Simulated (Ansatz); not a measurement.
**ZnB2: from a guess to a relaxed structure, part 1 of 2**

Aim: relax a trial structure of ZnB2 and see where it ends.

Computed with Ansatz 0.2.0 (DFT PBE, scalar-relativistic, plane waves, PAW, unless a step's input says otherwise).

### 1 Starting point

The structure is cubic, space group F-43m (No. 216). The conventional cell has a = 4.812 Å, b = 4.812 Å, c = 4.812 Å, α = 90.00°, β = 90.00°, γ = 90.00°. Around Zn (site symmetry -43m) lie 10 B at 2.08 to 2.41 Å. B (site symmetry -43m) has 4 Zn at 2.08 Å and 4 B at 2.08 Å as nearest neighbours. B (site symmetry -43m) has 4 B at 2.08 Å and 6 Zn at 2.41 Å as nearest neighbours.

Structure file:

```cif
data_structure
_symmetry_space_group_name_H-M 'F-43m'
_symmetry_Int_Tables_number 216
_cell_length_a 4.8117
_cell_length_b 4.8117
_cell_length_c 4.8117
_cell_angle_alpha 90.000
_cell_angle_beta 90.000
_cell_angle_gamma 90.000
_cell_volume 111.40
loop_
_atom_site_label
_atom_site_type_symbol
_atom_site_symmetry_multiplicity
_atom_site_Wyckoff_symbol
_atom_site_fract_x
_atom_site_fract_y
_atom_site_fract_z
_atom_site_occupancy
Zn1 Zn 4 a 0.00000 0.00000 0.00000 1
B1 B 4 d 0.25000 0.25000 0.75000 1
B2 B 4 b 0.50000 0.00000 0.00000 1
```

A structure generator made this guess: species swapped into a database cell of Cu2Se (F-43m, No. 216), with B on the Cu sites and Zn on the Se sites. The dimensions are guesses.

### 2 Probe: one point on a coarse mesh

input.yaml reads:

```yaml
crystal:
  lattice:
    - [0.0, 2.40586447, 2.40586447]
    - [2.40586447, 0.0, 2.40586447]
    - [2.40586447, 2.40586447, 0.0]
  atoms:
    - { symbol: Zn, position: [0.0, 0.0, 0.0] }
    - { symbol: B, position: [0.25, 0.25, 0.25] }
    - { symbol: B, position: [0.5, 0.5, 0.5] }
basis:
  ecutwfc: 420
kpoints:
  mp_grid: { grid: [6, 6, 6] }
hamiltonian:
  xc: pbe
scf:
  occupations: { method: gaussian, width: 0.1 }
  lower_state_search: "off"
output:
  forces: true
  stress: true
  eigenvalues: true
```

The run is started by

```sh
> ansatz run input.yaml --threads 1 --pin off --max-ram 2048MiB --backend cpu --events-out ev --progress --plain --runs-dir out
```

Standard output:

```text
[... 32 lines left out ...]
SCF 1 converged in 6 iterations: F = -3628.731040 eV  dr2 = 7.19e-10
SCF converged after 6 iterations
Free energy (F): -3628.731040 eV
Harris-Foulkes:  -3628.731040 eV  (|F-HF|=1.86e-10)
Internal energy: -3628.730710 eV  (E = F + TS)
E sigma→0 (E₀):  -3628.730875 eV
Entropy (-TS):   -0.000330 eV (-0.110 meV/atom)
Fermi energy:    11.707653 eV
--- Per-component energies (eV) ---
  E_band       = 81.201497
  E_kinetic    = 224.874391
  E_local      = -1681.703067  (includes V_loc(G=0)·N_el)
  E_nonlocal   = 632.963751
  E_hartree    = 714.550753
  E_xc         = -201.500571
  E_vxc        = -128.506113  (∫ρ·V_xc dr)
  E_paw        = -1981.141063  (= ΣΔE_a)
  E_vpaw       = -395.529160  (= ΣTr[D̂ρ^β])
  E_aug_tail   = -0.000352  (compensation charges beyond the density's cutoff)
  E_ewald      = -1336.774552
  E_smearing   = -0.000330  (= −TS)
  E_closure    = -0.000000  (closes the sum)
  Σ components = -3628.731040   (vs F -3628.731040, Δ=0.00e0)
--- Forces (eV/Å), atoms counted from 1 ---
  atom   1  Zn     0.00000000     0.00000000    -0.00000000
  atom   2  B      0.00000000     0.00000000     0.00000000
  atom   3  B     -0.00000000    -0.00000000    -0.00000000
  max |Σ_I F_I| component: 3.24e-17 eV/Å
--- Stress (GPa, compression-positive) ---
       -2.712698      -0.000000      -0.000000
        0.000000      -2.712698       0.000000
       -0.000000       0.000000      -2.712698
  P = ⅓ Tr σ = -2.7127 GPa (-27.127 kbar)
--- Band table (eV; the first three rows and the last of 16) ---
  k-point 0: bands = ["-2.5875", "3.2512", "3.2512", "3.2512", "3.7172", "3.7172", "11.8885", "11.8885", "11.8885", "14.2021", "14.2021", "14.2021", "16.4274"]
  k-point 1: bands = ["-2.1243", "3.1670", "3.2831", "3.2831", "3.6768", "3.6768", "9.2651", "11.4013", "11.4013", "14.6456", "14.8455", "14.8455", "17.5006"]
  k-point 2: bands = ["-0.7997", "2.8585", "3.2364", "3.2364", "3.7201", "3.7201", "5.9289", "10.8878", "10.8878", "14.3898", "15.0387", "15.0387", "18.9772"]
  k-point 15: bands = ["1.8352", "1.9335", "3.5129", "3.5642", "3.8105", "4.8159", "5.4162", "6.1199", "6.3114", "14.1470", "15.7588", "18.6240", "19.3207"]
```

Wall time 0.49 s (1 thread of Intel Xeon 6975P-C (Granite Rapids), shared host); peak memory 0.3 GiB.

Read-out: pressure -2.7 GPa, largest force 0.00 eV/Å, gap on this mesh none (metal). The coarse relaxation is skipped.

### 3 Final relaxation

input.yaml, as its differences from that of step 2:

```diff
@@ -12,3 +12,3 @@
 kpoints:
-  mp_grid: { grid: [6, 6, 6] }
+  mp_grid: { grid: [16, 16, 16] }
 hamiltonian:
@@ -17,3 +17,2 @@
   occupations: { method: gaussian, width: 0.1 }
-  lower_state_search: "off"
 output:
@@ -22 +21,10 @@
   eigenvalues: true
+  write_density: true
+  write_potential: true
+  elf: true
+  volumetric_format: npy
+relax:
+  adjacent_minimum: "off"
+  f_tol: 0.01
+  max_steps: 80
+  cell: { stress_tol: 0.05 }
```

The run is started by

```sh
> ansatz run input.yaml --threads 1 --pin off --max-ram 2048MiB --backend cpu --events-out ev --progress --plain --runs-dir out
```

Standard output:

```text
Warning: RAYON_NUM_THREADS=1 ignored (pool sized by the plan → 1); use --threads N
Engine: ansatz 0.2.0, x86_64-unknown-linux-gnu
Pseudopotentials: kind: paw
Pseudopotential: Zn, paw, valence charge 12, recommended cutoff 420 eV (normal), Zn.paw.azcp
Pseudopotential: B, paw, valence charge 3, recommended cutoff 420 eV (normal), B.paw.azcp
Functional definition: PBE
  parameter kappa = 0.804
  parameter beta = 0.06672455060314922
  exchange = pbe_x(kappa = kappa, mu = beta*pi^2/3)
  correlation = pbe_c(beta = beta)
Crystal: 3 atoms, lattice volume = 27.851 Å³
Basis set: ecut = 420 eV, 537 PW (Γ), exchange–correlation on 48×48×48 points (8 copies of the dense FFT grid, shifted against one another)
Bands: 13, of which v1, the nominal top of the filled ones, is band 9 counted from 1 (8 counted from 0)
Symmetry: 24 space group operations
Space group: F-43m (ITA 216), of the structure as read, at distance tolerance 3.0e-5 Å
k-points: 145 of 4096 (time reversal used)
Non-local potential: Zn, projectors of the file, l = 0: 2, l = 1: 2, l = 2: 3, l = 3: 1
Non-local potential: B, projectors of the file, l = 0: 2, l = 1: 2, l = 2: 1
PAW form: soft (Blöchl's): semilocal exchange-correlation on the pseudo side does not see the compensation charge
PAW one-centre angular grid: Zn, 590 points (default); XC on 64 Gauss nodes
PAW one-centre angular grid: B, 110 points (default); XC on 64 Gauss nodes
Initial density: superposition of atomic densities (neutral atoms: chi_scale 0, normalization atom), corrected by the library's trained network
Initial wavefunctions: pseudopotential atomic-orbital guess
Functional: x = pbe(κ = 0.804, μ = 0.2195149727645171), c = pbe(β = 0.06672455060314922)
SCF iter   1: F=—  HF=-3628.752968 eV  |F-HF|=—  |Δ(HF+E_count)|=         —  Δρ=4.04e-3  dr2=2.49e-3  ethr=1.77e-3  ⟨swp⟩=5.1  Hψ=9734  notcnv=0
preconditioner: auto → none  [metal: Δε(μ)=0.042 eV  Ē_g=11.923 eV  σ=0.100 eV  W_gap=0.23  n_scr=8 (ndim 8)  ℏωp=29.9 eV  f_vac=0.000  D(μ)=0.26/eV (n_scr^D=0)  sad-step TF]
SCF iter   2: F=—  HF=-3628.753176 eV  |F-HF|=—  |Δ(HF+E_count)|=   2.08e-4  Δρ=1.68e-3  dr2=6.47e-4  ethr=1.38e-5  ⟨swp⟩=2.2  Hψ=4092  notcnv=0
SCF iter   3: F=—  HF=-3628.753032 eV  |F-HF|=—  |Δ(HF+E_count)|=   1.44e-4  Δρ=8.52e-4  dr2=1.04e-4  ethr=3.60e-6  ⟨swp⟩=2.6  Hψ=3191  notcnv=0
SCF iter   4: F=—  HF=-3628.752990 eV  |F-HF|=—  |Δ(HF+E_count)|=   4.18e-5  Δρ=9.87e-5  dr2=2.12e-6  ethr=5.75e-7  ⟨swp⟩=2.1  Hψ=2861  notcnv=0
SCF iter   5: F=—  HF=-3628.753002 eV  |F-HF|=—  |Δ(HF+E_count)|=   1.23e-5  Δρ=3.84e-5  dr2=1.80e-7  ethr=1.18e-8  ⟨swp⟩=2.0  Hψ=3196  notcnv=0
SCF iter   6: F=-3628.753003 eV  HF=-3628.753003 eV  |F-HF|=1.57e-9  |Δ(HF+E_count)|=   5.44e-8  Δρ=5.51e-6  dr2=7.94e-9  ethr=5.56e-10  ⟨swp⟩=8.1  Hψ=11080  notcnv=0
SCF 1 converged in 6 iterations: F = -3628.753003 eV  dr2 = 7.94e-9
relax step   1: F+E_penalty+E_count = -3628.75300251 eV  Δ(F+E_penalty+E_count) = +0.000e0 eV  max|allowed force component| = 2.776e-16 eV/Å  Δτ_max = 0.0000 Å  P = -2.633 GPa  Ω = 27.851 Å³  (6 SCF iters, dr2 threshold 1.00e-7 eV, accepted)
Crystal: 3 atoms, lattice volume = 27.621 Å³
Initial density: handed on by an earlier stage of this run
Initial wavefunctions: those handed on with the density
iter 1 solved again at ethr=3.65e-6 eV; its pass at ethr=3.10e-3 eV (dr2=6.56e-4 eV) is discarded
SCF iter   1: F=—  HF=-3628.756419 eV  |F-HF|=—  |Δ(HF+E_count)|=         —  Δρ=1.41e-3  dr2=6.75e-4  ethr=3.65e-6  ⟨swp⟩=1.8  Hψ=11170  notcnv=0
preconditioner: auto → none  [metal: Δε(μ)=0.065 eV  Ē_g=11.959 eV  σ=0.100 eV  W_gap=0.35  n_scr=8 (ndim 8)  ℏωp=30.0 eV  f_vac=0.000  D(μ)=0.27/eV (n_scr^D=0)]
SCF iter   2: F=—  HF=-3628.756199 eV  |F-HF|=—  |Δ(HF+E_count)|=   2.19e-4  Δρ=3.52e-4  dr2=4.17e-5  ethr=3.65e-6  ⟨swp⟩=2.6  Hψ=3098  notcnv=0
SCF iter   3: F=—  HF=-3628.756190 eV  |F-HF|=—  |Δ(HF+E_count)|=   9.60e-6  Δρ=2.00e-4  dr2=8.79e-6  ethr=2.31e-7  ⟨swp⟩=2.0  Hψ=3150  notcnv=0
iter 4 did not close the SCF: its close was put off for the readings that it lacked (scf_convergence_deferred on its scf_iter line)
SCF iter   4: F=-3628.756187 eV  HF=-3628.756187 eV  |F-HF|=9.67e-8  |Δ(HF+E_count)|=   2.73e-6  Δρ=2.60e-5  dr2=1.46e-7  ethr=4.88e-8  ⟨swp⟩=2.0  Hψ=2958  notcnv=0
iter 5 did not close the SCF: its close was put off for the readings that it lacked (scf_convergence_deferred on its scf_iter line)
SCF iter   5: F=-3628.756187 eV  HF=-3628.756187 eV  |F-HF|=6.64e-11  |Δ(HF+E_count)|=   1.20e-7  Δρ=1.77e-6  dr2=4.60e-10  ethr=8.12e-10  ⟨swp⟩=2.1  Hψ=3108  notcnv=0
SCF iter   6: F=-3628.756187 eV  HF=-3628.756187 eV  |F-HF|=3.23e-11  |Δ(HF+E_count)|=  2.04e-10  Δρ=2.20e-7  dr2=8.34e-12  ethr=2.56e-12  ⟨swp⟩=4.4  Hψ=9704  notcnv=0
SCF 2 converged in 6 iterations: F = -3628.756187 eV  dr2 = 8.34e-12
relax step   2: F+E_penalty+E_count = -3628.75618710 eV  Δ(F+E_penalty+E_count) = -3.185e-3 eV  max|allowed force component| = 1.025e-16 eV/Å  Δτ_max = 0.0000 Å  P = -1.235 GPa  Ω = 27.621 Å³  energy of the carried Pulay correction = +3.982e-4 eV  (6 SCF iters, dr2 threshold 3.00e-7 eV, accepted)
Crystal: 3 atoms, lattice volume = 27.421 Å³
Basis set: ecut = 420 eV, 531 PW (Γ), exchange–correlation on 48×48×48 points (8 copies of the dense FFT grid, shifted against one another)
iter 1 solved again at ethr=2.89e-6 eV; its pass at ethr=3.10e-3 eV (dr2=5.20e-4 eV) is discarded
SCF iter   1: F=—  HF=-3628.757474 eV  |F-HF|=—  |Δ(HF+E_count)|=         —  Δρ=1.26e-3  dr2=5.31e-4  ethr=2.89e-6  ⟨swp⟩=1.8  Hψ=11107  notcnv=0
preconditioner: auto → none  [metal: Δε(μ)=0.068 eV  Ē_g=12.020 eV  σ=0.100 eV  W_gap=0.36  n_scr=8 (ndim 8)  ℏωp=30.1 eV  f_vac=0.000  D(μ)=0.27/eV (n_scr^D=0)]
SCF iter   2: F=—  HF=-3628.757301 eV  |F-HF|=—  |Δ(HF+E_count)|=   1.73e-4  Δρ=3.15e-4  dr2=3.28e-5  ethr=2.89e-6  ⟨swp⟩=2.5  Hψ=3053  notcnv=0
SCF iter   3: F=—  HF=-3628.757296 eV  |F-HF|=—  |Δ(HF+E_count)|=   4.72e-6  Δρ=1.77e-4  dr2=6.90e-6  ethr=1.82e-7  ⟨swp⟩=2.0  Hψ=3151  notcnv=0
iter 4 did not close the SCF: its close was put off for the readings that it lacked (scf_convergence_deferred on its scf_iter line)
SCF iter   4: F=-3628.757294 eV  HF=-3628.757294 eV  |F-HF|=7.61e-8  |Δ(HF+E_count)|=   2.16e-6  Δρ=2.30e-5  dr2=1.13e-7  ethr=3.84e-8  ⟨swp⟩=2.0  Hψ=2958  notcnv=0
iter 5 did not close the SCF: its close was put off for the readings that it lacked (scf_convergence_deferred on its scf_iter line)
SCF iter   5: F=-3628.757294 eV  HF=-3628.757294 eV  |F-HF|=9.09e-12  |Δ(HF+E_count)|=   9.46e-8  Δρ=1.58e-6  dr2=3.59e-10  ethr=6.26e-10  ⟨swp⟩=2.1  Hψ=3107  notcnv=0
SCF iter   6: F=-3628.757294 eV  HF=-3628.757294 eV  |F-HF|=3.00e-11  |Δ(HF+E_count)|=  4.82e-11  Δρ=2.00e-7  dr2=7.30e-12  ethr=1.99e-12  ⟨swp⟩=4.3  Hψ=9670  notcnv=0
SCF 3 converged in 6 iterations: F = -3628.757294 eV  dr2 = 7.30e-12
relax step   3: F+E_penalty+E_count = -3628.75729385 eV  Δ(F+E_penalty+E_count) = -1.107e-3 eV  max|allowed force component| = 2.005e-16 eV/Å  Δτ_max = 0.0000 Å  P = +0.030 GPa  Ω = 27.421 Å³  energy of the carried Pulay correction = +7.472e-4 eV  (6 SCF iters, dr2 threshold 3.00e-7 eV, accepted)
Initial wavefunctions: pseudopotential atomic-orbital guess (no wavefunctions were taken with the density)
iter 1 solved again at ethr=1.06e-7 eV; its pass at ethr=3.10e-3 eV (dr2=1.91e-5 eV) is discarded
SCF iter   1: F=—  HF=-3628.756604 eV  |F-HF|=—  |Δ(HF+E_count)|=         —  Δρ=4.29e-5  dr2=8.92e-8  ethr=1.06e-7  ⟨swp⟩=3.1  Hψ=14928  notcnv=0
preconditioner: auto → none  [metal: Δε(μ)=0.068 eV  Ē_g=12.040 eV  σ=0.100 eV  W_gap=0.36  n_scr=8 (ndim 8)  ℏωp=30.1 eV  f_vac=0.000  D(μ)=0.27/eV (n_scr^D=0)]
SCF iter   2: F=—  HF=-3628.756616 eV  |F-HF|=—  |Δ(HF+E_count)|=   1.22e-5  Δρ=3.51e-5  dr2=1.21e-7  ethr=4.95e-10  ⟨swp⟩=2.0  Hψ=3173  notcnv=0
SCF iter   3: F=—  HF=-3628.756616 eV  |F-HF|=—  |Δ(HF+E_count)|=   7.37e-8  Δρ=9.43e-6  dr2=1.33e-8  ethr=4.95e-10  ⟨swp⟩=2.1  Hψ=3133  notcnv=0
SCF iter   4: F=—  HF=-3628.756616 eV  |F-HF|=—  |Δ(HF+E_count)|=   8.24e-9  Δρ=1.22e-6  dr2=1.11e-10  ethr=7.40e-11  ⟨swp⟩=2.0  Hψ=3138  notcnv=0
iter 5 did not close the SCF: its close was put off for the readings that it lacked (scf_convergence_deferred on its scf_iter line)
SCF iter   5: F=-3628.756616 eV  HF=-3628.756616 eV  |F-HF|=5.91e-12  |Δ(HF+E_count)|=  1.57e-10  Δρ=1.69e-7  dr2=2.40e-12  ethr=1.00e-12  ⟨swp⟩=2.3  Hψ=3196  notcnv=0
SCF iter   6: F=-3628.756616 eV  HF=-3628.756616 eV  |F-HF|=9.09e-13  |Δ(HF+E_count)|=  4.55e-12  Δρ=7.96e-9  dr2=1.21e-14  ethr=1.00e-12  ⟨swp⟩=3.7  Hψ=7312  notcnv=0
SCF 4 converged in 6 iterations: F = -3628.756616 eV  dr2 = 1.21e-14
relax step   4: F+E_penalty+E_count = -3628.75661582 eV  Δ(F+E_penalty+E_count) = +6.780e-4 eV  max|allowed force component| = 1.465e-16 eV/Å  Δτ_max = 0.0000 Å  P = +0.007 GPa  Ω = 27.421 Å³  stress off target by 7.38e-3 GPa  SCF on the basis re-selected at this cell (its energy is not comparable with the rows above)  (6 SCF iters)
basis re-selected at this cell: Δ(F+E_penalty+E_count) = +6.780e-4 eV, ΔP = -0.023 GPa vs the last step (what re-selecting the basis moved, of the pressure what is left beyond the Pulay correction that the steps carried, after the strain that the cell walked since its last selection, with what the two solves' SCF thresholds leave and, on support functions, any second-order correction that the steps lacked; it is no measure of the basis error at this ecutwfc). This SCF's stress stands 7.38e-3 GPa from its target on what of the cell is left free (relax.cell.stress_tol is 5.00e-2 GPa) and its largest allowed force component is 1.46e-16 eV/Å (relax.f_tol is 1.00e-2 eV/Å): within both
SCF converged after 6 iterations
Free energy (F): -3628.756616 eV
Harris-Foulkes:  -3628.756616 eV  (|F-HF|=9.09e-13)
Internal energy: -3628.755275 eV  (E = F + TS)
E sigma→0 (E₀):  -3628.755945 eV
Entropy (-TS):   -0.001341 eV (-0.447 meV/atom)
Fermi energy:    12.064144 eV
--- Per-component energies (eV) ---
  E_band       = 84.370473
  E_kinetic    = 225.707270
  E_local      = -1671.527505  (includes V_loc(G=0)·N_el)
  E_nonlocal   = 632.910988
  E_hartree    = 710.743335
  E_xc         = -201.886561
  E_vxc        = -129.013572  (∫ρ·V_xc dr)
  E_paw        = -1980.968678  (= ΣΔE_a)
  E_vpaw       = -395.192999  (= ΣTr[D̂ρ^β])
  E_aug_tail   = -0.000382  (compensation charges beyond the density's cutoff)
  E_ewald      = -1343.733742
  E_smearing   = -0.001341  (= −TS)
  E_closure    = -0.000000  (closes the sum)
  Σ components = -3628.756616   (vs F -3628.756616, Δ=0.00e0)
--- Forces (eV/Å), atoms counted from 1 ---
  atom   1  Zn    -0.00000000     0.00000000    -0.00000000
  atom   2  B      0.00000000     0.00000000    -0.00000000
  atom   3  B     -0.00000000     0.00000000     0.00000000
  max |Σ_I F_I| component: 7.86e-17 eV/Å
--- Stress (GPa, compression-positive) ---
        0.007378      -0.000000      -0.000000
       -0.000000       0.007378      -0.000000
       -0.000000      -0.000000       0.007378
  P = ⅓ Tr σ = 0.0074 GPa (0.074 kbar)
--- Band table (eV; the first three rows and the last of 145) ---
  k-point 0: bands = ["-2.4957", "3.4213", "3.4213", "3.4213", "3.9025", "3.9025", "12.1139", "12.1139", "12.1139", "14.4649", "14.4649", "14.4649", "16.8287"]
  k-point 1: bands = ["-2.4294", "3.4089", "3.4281", "3.4281", "3.8939", "3.8939", "11.5446", "12.0172", "12.0172", "14.5975", "14.5975", "14.6943", "16.9906"]
  k-point 2: bands = ["-2.2314", "3.3721", "3.4443", "3.4443", "3.8734", "3.8734", "10.3661", "11.7942", "11.7942", "14.9015", "14.9015", "14.9181", "17.4562"]
  k-point 144: bands = ["2.0730", "2.1449", "3.5235", "3.7090", "3.9973", "5.4392", "5.6659", "5.9478", "6.0268", "16.5657", "16.8521", "17.6892", "17.9684"]
--- Relaxed structure (3 steps of the walk, 3 accepted, 1 SCFs on fresh bases) ---
  F+E_penalty+E_count = -3628.75661582 eV   max|allowed force component| = 1.465e-16 eV/Å   (the final SCF, on the basis selected at the relaxed cell)
  cell:  # Å, volume = 27.4207 Å³
    - [-3.6941447238493025e-34, 2.3934045106757567, 2.3934045106757567]
    - [2.3934045106757567, -1.6559959106910668e-34, 2.3934045106757567]
    - [2.3934045106757567, 2.3934045106757567, -2.5476860164477946e-34]
  atoms:
    - { symbol: Zn, position: [-2.5877750443281587e-34, 2.2903615859574676e-34, 1.4898468568849549e-34] }
    - { symbol: B, position: [0.24999999999999997, 0.24999999999999997, 0.24999999999999997] }
    - { symbol: B, position: [0.49999999999999994, 0.49999999999999994, 0.49999999999999994] }
```

Run time: 21 s. Hardware: 1 thread of Intel Xeon 6975P-C (Granite Rapids), shared host; peak memory 0.4 GiB.

Step by step:

| step | E - E(step 1) (eV/cell) | largest force component (eV/Å) | pressure (GPa) | volume (Å³) |
| --- | --- | --- | --- | --- |
| 1 | 0.0000 | 0.0000 | -2.63 | 27.85 |
| 2 | -0.0032 | 0.0000 | -1.23 | 27.62 |
| 3 | -0.0043 | 0.0000 | 0.03 | 27.42 |
| 4 | -0.0036 | 0.0000 | 0.01 | 27.42 |

Step 1 is the start. Step 4 repeats the geometry before it on a plane-wave basis chosen anew for that cell, so its energy need not be comparable with the rows above.

Lengths and angles in the start's conventional setting:

|  | before | after | change |
| --- | --- | --- | --- |
| a (Å) | 4.812 | 4.787 | -0.5 % |
| b (Å) | 4.812 | 4.787 | -0.5 % |
| c (Å) | 4.812 | 4.787 | -0.5 % |
| volume (Å³/atom) | 9.28 | 9.14 | -1.5 % |
| shortest distance (Å) | 2.084 | 2.073 | -0.5 % |
| space group (0.01 Å) | F-43m | F-43m | same |

The run keeps the 24 symmetry operations of the start, so it could not have lowered the symmetry.

The maps below are laid out on this run's own conventional cell (a, b, c = 4.787, 4.787, 4.787 Å).

Density in a lattice plane of the grid's cell (edges 4.79 and 4.79 Å, at 0.000 of the third edge), which holds Zn and B.

Ten even steps from ' ' (0.23 e/Å³) to '@' (45.72 e/Å³):
```
++--..                                      ..--
..                                              
                                                
                                                
                                                
                                                
                                                
                        ..                      
                    ..--++--..                  
                    ..**@@**..                  
                    ..--++--..                  
                        ..                      
                                                
                                                
                                                
                                                
                                                
..                                              
++--..                                      ..--
@@**..                                      ..**
```
Columns run along the first of these edges and rows up along the second, over one cell in 24 and 20 even steps from the bottom left corner. Atoms in the plane (fractional): Zn at (0.00, 0.00), Zn at (0.50, 0.50), B at (0.00, 0.50), B at (0.50, 0.00).

ELF in the same plane.

Ten even steps from '0' (0.00) to '9' (0.66):
```
000123589841014898532100
001223589985468998532210
222234579999899997543222
233345567888888876554333
455565556555455565556555
888876554333233345567888
899997543222222234579999
458998532210001223589986
014898532100000123589841
002798432100000123489720
014898532100000123589841
468998532210001223589985
899997543222222234579999
888876554333233345567888
455565556555455565556555
233345567888888876554333
222234579999899997543222
001223589986458998532210
000123589841014898532100
000123489720002798432100
```
Columns run along the first of these edges and rows up along the second, over one cell in 24 and 20 even steps from the bottom left corner. Atoms in the plane (fractional): Zn at (0.00, 0.00), Zn at (0.50, 0.50), B at (0.00, 0.50), B at (0.50, 0.00).

Both are smooth fields of the valence electrons: close to the nuclei they are not physical.

Maxima of ELF outside the ion cores: 0.85 on the B–B line, 1.0 Å from B.

(Continued in part 2 of 2.)
